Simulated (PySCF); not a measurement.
# CdH₃⁻: a ladder of methods

Aim: at the PBE0 minimum of singlet CdH₃⁻, found before, compare methods on energies and levels.

Program: PySCF 2.14.0. Level of theory: several methods, basis Cd def2-TZVPD with ECP28, H def2-TZVPD, scalar-relativistic core potentials, no spin–orbit coupling, density fitting. These are calculated values, not measurements.

## Step 1: The system as given

4 atoms, charge -1, spin multiplicity 1.

Bond lengths: Cd1–H2 1.797 Å, Cd1–H3 1.797 Å, Cd1–H4 1.797 Å. Angles: H2–Cd1–H3 120.0°, H2–Cd1–H4 120.0°, H3–Cd1–H4 120.0°.

Z-matrix (Å, degrees; charge -1 multiplicity 1):
```
Cd
H  1 1.7972
H  1 1.7972 2 120.00
H  1 1.7972 2 120.00 3 180.00
```

## Step 2: PBE0

One driver script runs all steps and calls PySCF; scf.py shows the equivalent input of each level. Each SCF starts from the density of the minimum. The driver also runs the species with one electron less or more at the same geometry (one less: multiplicity 2); their logs are not shown.

Input file scf.py:

```python
from pyscf import gto, scf, dft
mol = gto.M(atom='''
Cd     0.000000    -0.000000     0.000000
H      1.797180     0.000012     0.000000
H     -0.898601     1.556398     0.000000
H     -0.898580    -1.556410    -0.000000''',
    basis={'Cd': 'def2-TZVPD', 'H': 'def2-TZVPD'},
    ecp={'Cd': 'def2-TZVPD'},
    charge=-1, spin=0)
mf = dft.RKS(mol, xc='PBE0')
mf.grids.atom_grid = (99, 590)
aux = {'Cd': 'def2-universal-JKFIT', 'H': 'def2-universal-JKFIT'}
mf = mf.density_fit(auxbasis=aux)
mf.kernel()
```

The program printed:

```text
init E= -169.518391707522
  HOMO = -0.0491956149999885  LUMO = 0.150497889485823  gap/eV = 5.43394
cycle= 1 E= -169.518391707528  delta_E= -5.8e-12  |g|= 5.48e-07  |ddm|= 5.26e-06
  HOMO = -0.0491955944139654  LUMO = 0.150497914861402  gap/eV = 5.43394
Extra cycle  E= -169.518391707528  delta_E= -3.98e-13  |g|= 4.69e-07  |ddm|= 9.56e-07
converged SCF energy = -169.518391707528
```

This level, with the species of one electron less or more, ran for 3.8 s (4 threads, shared host).

| Property | Result |
| --- | --- |
| energy | -169.518392 Eh |
| one electron less (charge +0) | -169.395170 Eh (doublet, ⟨S²⟩ 0.76) |
| Mulliken charge of Cd1 | -0.59 e |

## Step 3: HF

scf.py, as its differences from that of step 2:

```diff
@@ -10,2 +10 @@
-mf = dft.RKS(mol, xc='PBE0')
-mf.grids.atom_grid = (99, 590)
+mf = scf.RHF(mol)
```

The program printed, cut to the lines that bear on the results:

```text
[... the frontier levels of the middle cycles are left out ...]
init E= -168.533196750233
  HOMO = -0.143597049136187  LUMO = 0.23025759444787  gap/eV = 10.17310
cycle= 1 E= -168.545407772175  delta_E= -0.0122  |g|= 0.0714  |ddm|= 0.337
  HOMO = -0.14460931347661  LUMO = 0.228819559859261  gap/eV = 10.16152
cycle= 2 E= -168.546646559261  delta_E= -0.00124  |g|= 0.0284  |ddm|= 0.132
  HOMO = -0.146998615473792  LUMO = 0.227337271614599  gap/eV = 10.18620
cycle= 3 E= -168.546834064197  delta_E= -0.000188  |g|= 0.0127  |ddm|= 0.0276
cycle= 4 E= -168.546873976778  delta_E= -3.99e-05  |g|= 0.000494  |ddm|= 0.0262
cycle= 5 E= -168.546874187796  delta_E= -2.11e-07  |g|= 6.92e-05  |ddm|= 0.00191
cycle= 6 E= -168.546874191625  delta_E= -3.83e-09  |g|= 1.01e-05  |ddm|= 0.000206
cycle= 7 E= -168.546874191671  delta_E= -4.6e-11  |g|= 8.74e-07  |ddm|= 2.07e-05
  HOMO = -0.147340053520521  LUMO = 0.226940687547967  gap/eV = 10.18470
Extra cycle  E= -168.546874191673  delta_E= -1.22e-12  |g|= 3.96e-07  |ddm|= 2.2e-06
converged SCF energy = -168.546874191673
```

This level, with the species of one electron less or more, took 0.5 s.

| Item | Value |
| --- | --- |
| energy | -168.546874 Eh |
| one electron less (charge +0) | -168.441731 Eh (doublet, ⟨S²⟩ 0.78) |
| Mulliken charge of Cd1 | -0.21 e |

## Step 4: PBE

scf.py, as its differences from that of step 3:

```diff
@@ -10 +10,2 @@
-mf = scf.RHF(mol)
+mf = dft.RKS(mol, xc='PBE')
+mf.grids.atom_grid = (99, 590)
```

The program printed:

```text
init E= -169.523180116222
  HOMO = -0.00622863850694989  LUMO = 0.128204651651042  gap/eV = 3.65812
cycle= 1 E= -169.524675795987  delta_E= -0.0015  |g|= 0.0633  |ddm|= 0.242
  HOMO = -0.0133950152195574  LUMO = 0.124782530564033  gap/eV = 3.76000
cycle= 2 E= -169.523770132005  delta_E= 0.000906  |g|= 0.104  |ddm|= 0.109
  HOMO = -0.00997257206229042  LUMO = 0.1270216593516  gap/eV = 3.72780
cycle= 3 E= -169.525220705505  delta_E= -0.00145  |g|= 0.00236  |ddm|= 0.0685
  HOMO = -0.00958435620424897  LUMO = 0.126945094912642  gap/eV = 3.71516
cycle= 4 E= -169.525223585366  delta_E= -2.88e-06  |g|= 0.000468  |ddm|= 0.00598
  HOMO = -0.00962371189422659  LUMO = 0.126940930624914  gap/eV = 3.71611
cycle= 5 E= -169.52522364555  delta_E= -6.02e-08  |g|= 2.33e-05  |ddm|= 0.000569
  HOMO = -0.00962548399397689  LUMO = 0.126941239631139  gap/eV = 3.71617
cycle= 6 E= -169.525223645649  delta_E= -9.88e-11  |g|= 2.3e-06  |ddm|= 1.91e-05
  HOMO = -0.00962638158307236  LUMO = 0.126940706158009  gap/eV = 3.71618
Extra cycle  E= -169.525223645647  delta_E= 1.59e-12  |g|= 4.07e-06  |ddm|= 8.11e-06
converged SCF energy = -169.525223645647
```

This level, with the species of one electron less or more, took 69 s.

* energy: -169.525224 Eh
* one electron less (charge +0): -169.407423 Eh (doublet, ⟨S²⟩ 0.77)
* Mulliken charge of Cd1: -0.78 e

## Step 5: CCSD(T)

scf.py, as its differences from that of step 4:

```diff
@@ -10,2 +10 @@
-mf = dft.RKS(mol, xc='PBE')
-mf.grids.atom_grid = (99, 590)
+mf = scf.RHF(mol)
@@ -14,0 +14,3 @@
+from pyscf import cc
+mycc = cc.CCSD(mf, frozen=0).run()
+mycc.ccsd_t()
```

The SCF cycles repeat those of step 3.

The program printed:

```text
CCSD nocc = 12, nmo = 67
Init t2, MP2 energy = -169.100303398897  E_corr(MP2) -0.553429207223972
RCCSD converged
E(RCCSD) = -169.093800505575  E_corr = -0.5469263139024315
RCCSD(T) correction = -0.0104739078894515
```

This level, with the species of one electron less or more, took 77 s.

| Quantity | Value |
| --- | --- |
| energy | -169.104274 Eh |
| one electron less (charge +0) | -168.978774 Eh (doublet, ⟨S²⟩ 0.78) |
| MP2 correlation in its own fitting basis (same spin, opposite spin) | -0.55326 Eh (-0.17576, -0.37750) |
| CCSD, (T) | -0.54693, -0.01047 Eh; T1 0.013, D1 0.045 |

## Step 6: r2SCAN

scf.py, as its differences from that of step 5:

```diff
@@ -10 +10,2 @@
-mf = scf.RHF(mol)
+mf = dft.RKS(mol, xc='R2SCAN')
+mf.grids.atom_grid = (99, 590)
@@ -14,3 +14,0 @@
-from pyscf import cc
-mycc = cc.CCSD(mf, frozen=0).run()
-mycc.ccsd_t()
```

The program printed:

```text
init E= -169.586488285969
  HOMO = -0.0192164091249566  LUMO = 0.138554771288744  gap/eV = 4.29317
cycle= 1 E= -169.587217235859  delta_E= -0.000729  |g|= 0.0129  |ddm|= 0.109
  HOMO = -0.0179672148150751  LUMO = 0.139573265071227  gap/eV = 4.28689
cycle= 2 E= -169.587196192322  delta_E= 2.1e-05  |g|= 0.0183  |ddm|= 0.0158
  HOMO = -0.0185311120429291  LUMO = 0.139205234899226  gap/eV = 4.29222
cycle= 3 E= -169.58723824649  delta_E= -4.21e-05  |g|= 0.001  |ddm|= 0.0114
  HOMO = -0.0185227815424636  LUMO = 0.139314447435607  gap/eV = 4.29497
cycle= 4 E= -169.58723852932  delta_E= -2.83e-07  |g|= 0.000273  |ddm|= 0.00159
  HOMO = -0.0185233341092396  LUMO = 0.139303173967626  gap/eV = 4.29468
cycle= 5 E= -169.587238550823  delta_E= -2.15e-08  |g|= 8.41e-06  |ddm|= 0.000481
  HOMO = -0.0185241351911257  LUMO = 0.139304425948331  gap/eV = 4.29473
cycle= 6 E= -169.58723855085  delta_E= -2.76e-11  |g|= 8.87e-07  |ddm|= 2.46e-05
  HOMO = -0.0185239497550438  LUMO = 0.139304495204184  gap/eV = 4.29473
Extra cycle  E= -169.587238550851  delta_E= -5.12e-13  |g|= 3.58e-07  |ddm|= 3.61e-06
converged SCF energy = -169.587238550851
```

This level, with the species of one electron less or more, ran for 15 s (4 threads, shared host).

| Quantity | Value |
| --- | --- |
| energy | -169.587239 Eh |
| one electron less (charge +0) | -169.467785 Eh (doublet, ⟨S²⟩ 0.76) |
| Mulliken charge of Cd1 | -0.54 e |

## Step 7: B3LYP

scf.py, as its differences from that of step 6:

```diff
@@ -10 +10 @@
-mf = dft.RKS(mol, xc='R2SCAN')
+mf = dft.RKS(mol, xc='B3LYP')
```

The program printed:

```text
init E= -169.599859204451
  HOMO = -0.0428197431499962  LUMO = 0.142872938088414  gap/eV = 5.05296
cycle= 1 E= -169.600546331242  delta_E= -0.000687  |g|= 0.0122  |ddm|= 0.0872
  HOMO = -0.0437967089717787  LUMO = 0.140796412320548  gap/eV = 5.02303
cycle= 2 E= -169.600540480115  delta_E= 5.85e-06  |g|= 0.0176  |ddm|= 0.0366
  HOMO = -0.0434091292257871  LUMO = 0.141335818673776  gap/eV = 5.02717
cycle= 3 E= -169.600589363209  delta_E= -4.89e-05  |g|= 0.00117  |ddm|= 0.012
  HOMO = -0.0434940673837473  LUMO = 0.141457590966788  gap/eV = 5.03279
cycle= 4 E= -169.600589951278  delta_E= -5.88e-07  |g|= 0.000141  |ddm|= 0.00199
  HOMO = -0.0435034100770314  LUMO = 0.141439666892738  gap/eV = 5.03256
cycle= 5 E= -169.600589956521  delta_E= -5.24e-09  |g|= 5.27e-06  |ddm|= 0.000381
  HOMO = -0.0435053167032017  LUMO = 0.141438711861243  gap/eV = 5.03258
cycle= 6 E= -169.600589956531  delta_E= -9.92e-12  |g|= 1.4e-06  |ddm|= 1.8e-05
  HOMO = -0.0435045531636935  LUMO = 0.141439087666227  gap/eV = 5.03257
Extra cycle  E= -169.600589956531  delta_E= 8.53e-14  |g|= 1.77e-06  |ddm|= 3.59e-06
converged SCF energy = -169.600589956531
```

This level, with the species of one electron less or more, took 8.7 s.

```
energy                        : -169.600590 Eh
one electron less (charge +0) : -169.475038 Eh (doublet, ⟨S²⟩ 0.76)
Mulliken charge of Cd1        : -0.64 e
```

## Step 8: TPSSh

scf.py, as its differences from that of step 7:

```diff
@@ -10 +10 @@
-mf = dft.RKS(mol, xc='B3LYP')
+mf = dft.RKS(mol, xc='TPSSH')
```

The program printed:

```text
init E= -169.469674060879
  HOMO = -0.0320745396699449  LUMO = 0.143179528150243  gap/eV = 4.76891
cycle= 1 E= -169.470032952179  delta_E= -0.000359  |g|= 0.0407  |ddm|= 0.087
  HOMO = -0.0307732603842226  LUMO = 0.142143907731189  gap/eV = 4.70532
cycle= 2 E= -169.469772088887  delta_E= 0.000261  |g|= 0.0615  |ddm|= 0.0768
  HOMO = -0.0295401125024107  LUMO = 0.143485172054745  gap/eV = 4.70826
cycle= 3 E= -169.470300502291  delta_E= -0.000528  |g|= 0.00147  |ddm|= 0.0392
  HOMO = -0.0299316176380326  LUMO = 0.143480750732429  gap/eV = 4.71879
cycle= 4 E= -169.470301623233  delta_E= -1.12e-06  |g|= 0.000242  |ddm|= 0.00328
  HOMO = -0.0299247285692105  LUMO = 0.14346896888333  gap/eV = 4.71828
cycle= 5 E= -169.470301637881  delta_E= -1.46e-08  |g|= 3.04e-05  |ddm|= 0.00056
  HOMO = -0.0299153267564177  LUMO = 0.143474662542176  gap/eV = 4.71818
cycle= 6 E= -169.470301638188  delta_E= -3.07e-10  |g|= 1.48e-06  |ddm|= 6.01e-05
  HOMO = -0.029915970307086  LUMO = 0.143474231472926  gap/eV = 4.71819
Extra cycle  E= -169.470301638189  delta_E= -8.81e-13  |g|= 2.17e-06  |ddm|= 5.15e-06
converged SCF energy = -169.470301638189
```

This level, with the species of one electron less or more, took 13 s.

* energy: -169.470302 Eh
* one electron less (charge +0): -169.350317 Eh (doublet, ⟨S²⟩ 0.76)
* Mulliken charge of Cd1: -0.51 e

## Step 9: The ladder

| level | vertical ionisation energy (eV) | −ε(HOMO) (eV) | gap (eV) | wall time |
| --- | --- | --- | --- | --- |
| PBE0 | 3.35 | 1.34 | 5.43 | 3.8 s |
| HF | 2.86 | 4.01 | 10.18 | 0.5 s |
| PBE | 3.21 | 0.26 | 3.72 | 69 s |
| CCSD(T) | 3.42 | – | – | 77 s |
| r2SCAN | 3.25 | 0.50 | 4.29 | 15 s |
| B3LYP | 3.42 | 1.18 | 5.03 | 8.7 s |
| TPSSh | 3.26 | 0.81 | 4.72 | 13 s |

Times are for 4 threads, shared host; PBE0 starts from its own converged density, so its time is not comparable. A dash stands where a species or a free atom was not run at that level, or the quantity is not defined.

## Step 10: Outcome

| quantity | value |
| --- | --- |
| vertical ionisation energy, CCSD(T) | 3.42 eV |
| orbital gap, range | 3.72 (PBE) to 10.18 (HF) eV |
| T1, D1 | 0.013, 0.045 |
| T1, D1 of the species with one electron less | 0.026, 0.154 |

**Reading.** For the vertical ionisation energy, B3LYP comes nearest to CCSD(T) (+0.00 eV) and HF is farthest (-0.55 eV). B3LYP costs 8.7 s against 77 s for CCSD(T), a factor of about 9, and lands within 0.00 eV. PBE's −ε(HOMO), 0.3 eV, falls 3.2 eV short of the ionisation energy, while its energy difference gives 3.2 eV.
